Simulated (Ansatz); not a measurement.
# Zr2: the cost of one run

Computed with Ansatz 0.2.0, Gaussian basis. Level: def2-QZVPP, core rule «outside noble gas», up to 8 orbitals frozen.

The runs, in order: UHF; ROHF; CCSD(T) on UHF.

2 further runs of the same task are left out: 2 set aside as unsound or not needed.

**1. The system**

The geometry is a PBE0/def2-TZVP stationary point (not a proven minimum) of the parent state, kept for this charge and spin. No spin-orbit coupling is included. Elements past krypton take def2 core potentials.

2 atoms, charge 0, spin multiplicity 3.

Atoms are counted from 1 here; the program's logs count them from 0.

Bond lengths: Zr1–Zr2 2.267 Å.

**2. UHF**

Contents of in.yaml:

```yaml
crystal:
  periodic: [false, false, false]
  atoms:
    - {symbol: Zr, position_ang: [0.000000, 0.000000, 0.000000]}
    - {symbol: Zr, position_ang: [0.000000, 0.000000, 2.267200]}
basis:
  gaussian: {orbitals: "def2-QZVPP.json"}
magnetization: {spin_polarized: true, initial_magnetization: 2}
hamiltonian: {xc: hf}
output: {orbitals: {seedname: orbitals}}
```

The run is started by

```sh
> ansatz run in.yaml --threads 1 --pin off --events-out ev --progress --plain --max-ram 4096MiB --backend cpu
```

What time and memory should one allow on 1 thread of AMD EPYC 7R13, shared host?

About 1.7 min, with a peak of 0.42 GiB.
